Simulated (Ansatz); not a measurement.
**AlBGeH₆: one structure at several levels**

The task here is to estimate one member of a computed series from the others.

The runs use Ansatz 0.2.0, Gaussian basis; single points in def2-TZVPP.

Correlated methods freeze the cores. Filled d shells of the heavier atoms are correlated.

## Where the work starts

SMILES `[BH2][AlH][GeH3]`, 9 atoms, charge 0, spin multiplicity 1.

Atoms are counted from 1 here; the program's logs count them from 0.

Bond lengths: B1–Al2 2.066 Å, B1–H4 1.188 Å, B1–H5 1.179 Å, Al2–Ge3 2.450 Å, Al2–H6 1.567 Å, Ge3–H7 1.498 Å, Ge3–H8 1.528 Å, Ge3–H9 1.495 Å. Angles: Al2–B1–H4 121.9°, Al2–B1–H5 124.6°, H4–B1–H5 113.5°, B1–Al2–Ge3 125.0°, B1–Al2–H6 122.1°, Ge3–Al2–H6 112.9°, Al2–Ge3–H7 121.5°, Al2–Ge3–H8 109.6°, Al2–Ge3–H9 125.1°, H7–Ge3–H8 98.1°, H7–Ge3–H9 98.5°, H8–Ge3–H9 98.9°.

As a file:

```
B    -1.23180    1.03900   -1.60280
Al    0.02940    0.97880    0.03220
Ge    0.84560   -1.06850    1.10130
H    -1.68750    0.05150   -2.07960
H    -1.52520    2.02060   -2.18540
H     0.55800    2.28060    0.72560
H     2.10890   -1.73630    0.65190
H    -0.11930   -2.21740    0.81340
H     1.00370   -1.26370    2.57460
```

The first run:

File run/in.yaml:

```yaml
crystal:
  periodic: [false, false, false]
  atoms:
    - {symbol: B, position_ang: [-1.231800, 1.039000, -1.602800]}
    - {symbol: Al, position_ang: [0.029400, 0.978800, 0.032200]}
    - {symbol: Ge, position_ang: [0.845600, -1.068500, 1.101300]}
    - {symbol: H, position_ang: [-1.687500, 0.051500, -2.079600]}
    - {symbol: H, position_ang: [-1.525200, 2.020600, -2.185400]}
    - {symbol: H, position_ang: [0.558000, 2.280600, 0.725600]}
    - {symbol: H, position_ang: [2.108900, -1.736300, 0.651900]}
    - {symbol: H, position_ang: [-0.119300, -2.217400, 0.813400]}
    - {symbol: H, position_ang: [1.003700, -1.263700, 2.574600]}
basis:
  gaussian: {orbitals: def2-TZVPP}
correlation: {method: ccsd_t}
output: {forces: true}
```

The command line of these runs was not kept.

Among the steps run: CCSD(T)/def2-TZVPP; PBE0-D4/def2-TZVPP; wB97M-V/def2-TZVPP; r2SCAN-D4/def2-TZVPP; PBE-D4/def2-TZVPP; HSE06-D4/def2-TZVPP; revPBE-D4/def2-TZVPP.

One table of the session follows, with a row left open; its other results are not shown here.

| method | RMS force component (eV/Å) | angle to CCSD(T) forces (°) | dipole (D) |
| --- | --- | --- | --- |
| CCSD(T) | 0.450 | reference | 1.68 |
| PBE0-D4 | 0.446 | 7.3 | 1.69 |
| wB97M-V | 0.422 | 5.9 | 1.77 |
| r2SCAN-D4 | 0.432 | 6.8 | 1.68 |
| PBE-D4 | 0.469 | 18.0 | 1.62 |
| HSE06-D4 | 0.448 | 7.6 | 1.69 |
| revPBE-D4 | ? | ? | ? |

Q: Estimate the row for revPBE-D4 from the others.

**Answer.** RMS force component (eV/Å): 0.489; angle to CCSD(T) forces (°): 18.0; dipole (D): 1.62. In the column «RMS force component (eV/Å)» it is the highest.
